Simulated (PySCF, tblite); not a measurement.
# C3H8F2O2Si3: geometry, infrared bands and NMR shifts

Aim: predict the infrared bands and NMR shifts of C3H8F2O2Si3 (`O=C(O)C(F)(F)[Si@@H]1C[SiH2][SiH2]1`).

The runs use tblite 0.8.0 and PySCF 2.14.0, with density-fitted response routines of our own; the level of theory stands in each step. All values are computed, except where a source is named. Atoms are numbered from 0 throughout.

## (1) The starting structure

18 atoms, charge 0, multiplicity 1; geometry from: force field or distance geometry start.

Bonds of the start (Å): O0–C1 1.27, C1–O2 1.40, C1–C3 1.47, C3–F4 1.39, C3–F5 1.37, C3–Si6 1.85, Si6–C7 1.87, C7–Si8 1.87, Si8–Si9 2.21, Si9–Si6 2.25, O2–H10 1.01, Si6–H11 1.46, C7–H12 1.13, C7–H13 1.09, Si8–H14 1.47, Si8–H15 1.48, Si9–H16 1.46, Si9–H17 1.44.

## (2) Optimising the geometry with GFN2-xTB

Job settings and geometry (Å):

```
{"job": {"kind": "relax", "xc": "GFN2-xTB", "basis": "xTB"}, "charge": 0, "multiplicity": 1}
O      3.021300    -1.723400     0.307500
C      2.522200    -0.617800    -0.064400
O      3.117500     0.550000     0.425800
C      1.370800    -0.558900    -0.970700
F      0.896100    -1.804400    -1.348700
F      1.769300     0.079900    -2.117700
Si    -0.024300     0.418300    -0.244600
C     -0.845800    -0.305000     1.270000
Si    -2.296300     0.791300     0.843000
Si    -2.015000     0.069900    -1.230600
H      3.906600     0.511700     1.049900
H      0.269500     1.829300    -0.000200
H     -1.194200    -1.378900     1.156500
H     -0.351800    -0.121200     2.227400
H     -1.987800     2.227900     0.969900
H     -3.574700     0.423400     1.482300
H     -2.258600    -1.349900    -1.454500
H     -2.333700     0.964200    -2.312600
```

On the command line:

```bash
> OMP_NUM_THREADS=1 python probes_run.py task.json out
```

This one command runs all jobs of the session in turn.

**Question.** This job is followed by: GFN2-xTB harmonic vibrations, gas phase; GIAO PBE0/pcSseg-1 NMR shielding, non-relativistic, gas phase. Predict these results of the whole session: strongest single infrared mode (GFN2-xTB); zero-point energy (GFN2-xTB); 13C shifts against TMS (PBE0/pcSseg-1); 1H shifts against TMS (PBE0/pcSseg-1); 17O shifts against H2O (PBE0/pcSseg-1); 19F shifts against CFCl3 (PBE0/pcSseg-1); 29Si shifts against TMS (PBE0/pcSseg-1).

As calculated:

```
                                 quantity                                               value
strongest single infrared mode (GFN2-xTB)                               1771 cm⁻¹, 412 km/mol
             zero-point energy (GFN2-xTB)                                       63.4 kcal/mol
   13C shifts against TMS (PBE0/pcSseg-1)                              171.3, 128.1, -0.2 ppm
    1H shifts against TMS (PBE0/pcSseg-1)  6.49, 5.10, 4.74, 4.72, 4.70, 4.60, 1.03, 0.70 ppm
   17O shifts against H2O (PBE0/pcSseg-1)                                    442.5, 210.7 ppm
 19F shifts against CFCl3 (PBE0/pcSseg-1)                                  -139.1, -145.1 ppm
  29Si shifts against TMS (PBE0/pcSseg-1)                              -7.5, -56.2, -71.2 ppm
```

**Reading.** The optimisation took 133 steps and gained 1.893 eV; among the close pairs (by a distance rule), Si8–Si9 changed most, from 2.213 to 2.365 Å. All 48 modes are real, so the xTB geometry is a minimum. The strongest single mode, at 1771 cm⁻¹, moves mainly C1 and O0. Unscaled tight-binding wavenumbers are off by several per cent, some by more. Its intensities can rank the bands wrongly. At PBE0/pcSseg-1: Shielding is most anisotropic at O0 (span 650 ppm, paramagnetic term -510 ppm).
